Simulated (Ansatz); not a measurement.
**C6H11ClO2: one species, many methods**

Aim: compute C6H11ClO2 with functionals from several rungs and with coupled cluster, and see how far each lands from CCSD(T) at the basis-set limit for the atomisation energy.

Computed with Ansatz 0.2.0, Gaussian basis. Level: functionals in def2-TZVPP, the program's frozen cores in correlated methods.

The runs, in order: PBE-D4, r2SCAN-D4, PBE0-D4, B3LYP-D4, ωB97X-V, ωB97M-V, B2PLYP; CCSD(T)/def2-TZVPP; MP2/def2-QZVPP; extrapolation to the limit.

**1. Structure used throughout**

An earlier PBE0-D4 in a triple-zeta def2 set relaxation fixed the geometry.

SMILES `CCOC(=O)CCCCl`, 20 atoms, charge 0, spin multiplicity 1.

Atoms are counted from 1 here; the program's logs count them from 0.

Bond lengths: C1–C2 1.509 Å, C1–H10 1.091 Å, C1–H11 1.092 Å, C1–H12 1.093 Å, C2–O3 1.434 Å, C2–H13 1.090 Å, C2–H14 1.091 Å, O3–C4 1.336 Å, C4–O5 1.204 Å, C4–C6 1.504 Å, C6–C7 1.516 Å, C6–H15 1.093 Å, C6–H16 1.095 Å, C7–C8 1.512 Å, C7–H17 1.095 Å, C7–H18 1.093 Å, C8–Cl9 1.791 Å, C8–H19 1.088 Å and more. Angles: C2–C1–H10 110.8°, C2–C1–H11 110.8°, C2–C1–H12 109.7°, H10–C1–H11 109.0°, H10–C1–H12 108.2°, H11–C1–H12 108.2°, C1–C2–O3 111.4°, C1–C2–H13 111.4°, C1–C2–H14 111.2°, O3–C2–H13 104.5°, O3–C2–H14 108.9°, H13–C2–H14 109.2°, C2–O3–C4 116.6°, O3–C4–O5 123.9°, O3–C4–C6 110.9°, O5–C4–C6 125.2°, C4–C6–C7 113.3°, C4–C6–H15 108.5° and more.

**2. PBE-D4 (GGA)**

Input file in.yaml:

```yaml
crystal:
  periodic: [false, false, false]
  atoms:
    - {symbol: C, position_ang: [-1.246587, 1.231701, -2.763876]}
    - {symbol: C, position_ang: [-0.546459, -0.063758, -2.434971]}
    - {symbol: O, position_ang: [0.423082, 0.114148, -1.393190]}
    - {symbol: C, position_ang: [-0.030347, 0.059156, -0.137591]}
    - {symbol: O, position_ang: [-1.180848, -0.144772, 0.153296]}
    - {symbol: C, position_ang: [1.082673, 0.297200, 0.845788]}
    - {symbol: C, position_ang: [0.669608, 0.069711, 2.286592]}
    - {symbol: C, position_ang: [0.355284, -1.370063, 2.624182]}
    - {symbol: Cl, position_ang: [1.783671, -2.432178, 2.422461]}
    - {symbol: H, position_ang: [-1.832353, 1.581874, -1.913032]}
    - {symbol: H, position_ang: [-0.525714, 2.003419, -3.041263]}
    - {symbol: H, position_ang: [-1.925908, 1.080443, -3.606067]}
    - {symbol: H, position_ang: [0.030279, -0.431543, -3.284167]}
    - {symbol: H, position_ang: [-1.259454, -0.829784, -2.126065]}
    - {symbol: H, position_ang: [1.929377, -0.336780, 0.570446]}
    - {symbol: H, position_ang: [1.422321, 1.327545, 0.700784]}
    - {symbol: H, position_ang: [-0.231063, 0.652865, 2.503281]}
    - {symbol: H, position_ang: [1.460600, 0.430584, 2.948721]}
    - {symbol: H, position_ang: [-0.425928, -1.769681, 1.980858]}
    - {symbol: H, position_ang: [0.047776, -1.470077, 3.663822]}
basis:
  gaussian: {orbitals: def2-TZVPP}
hamiltonian: {xc: pbe, dispersion: d4}
output: {forces: true, orbitals: {seedname: orbitals}}
```

Command:

```sh
$ ansatz run in.yaml --threads 4 --pin off --events-out ev --progress --plain --max-ram 66560MiB --backend cuda --devices 0, --max-vram 37GiB
```

The runs that follow: r2SCAN-D4 (meta-GGA); PBE0-D4 (hybrid); B3LYP-D4 (hybrid); ωB97X-V (range-separated); ωB97M-V (range-separated); B2PLYP (double hybrid); CCSD(T) in def2-TZVPP; MP2 in def2-QZVPP.

Before running them: what should the planned runs give, taken together? Wanted: atomisation energy, CCSD(T)/CBS; farthest; mean size of error, hybrid; mean size of error, range-separated; gap, smallest and largest; T1 diagnostic; triples share of the correlation energy.

The runs gave:

| quantity | value |
| --- | --- |
| atomisation energy, CCSD(T)/CBS | 8170.2 kJ/mol |
| functionals within 40.9 kJ/mol (0.5 %) | B3LYP-D4, ωB97X-V, ωB97M-V |
| farthest | PBE-D4 (+236.0 kJ/mol) |
| mean size of error, hybrid | 39.5 kJ/mol |
| mean size of error, range-separated | 30.2 kJ/mol |
| gap, smallest and largest | 5.49 eV (PBE-D4), 13.02 eV (ωB97X-V) |
| T1 diagnostic | 0.0124 |
| triples share of the correlation energy | 4.1 % |

What this shows: PBE-D4 is off by +236.0 kJ/mol. Double hybrids carry the basis error of their MP2 part in triple zeta, and no dispersion term here, so their miss is partly the set-up's. The reference freezes the cores and leaves out relativity and excitations past (T), so misses under about 40.9 kJ/mol can't be ranked. Hartree-Fock recovers 73 % of the binding; the rest is correlation. Orbital gaps span 5.5 to 13.0 eV; exact exchange widens them.
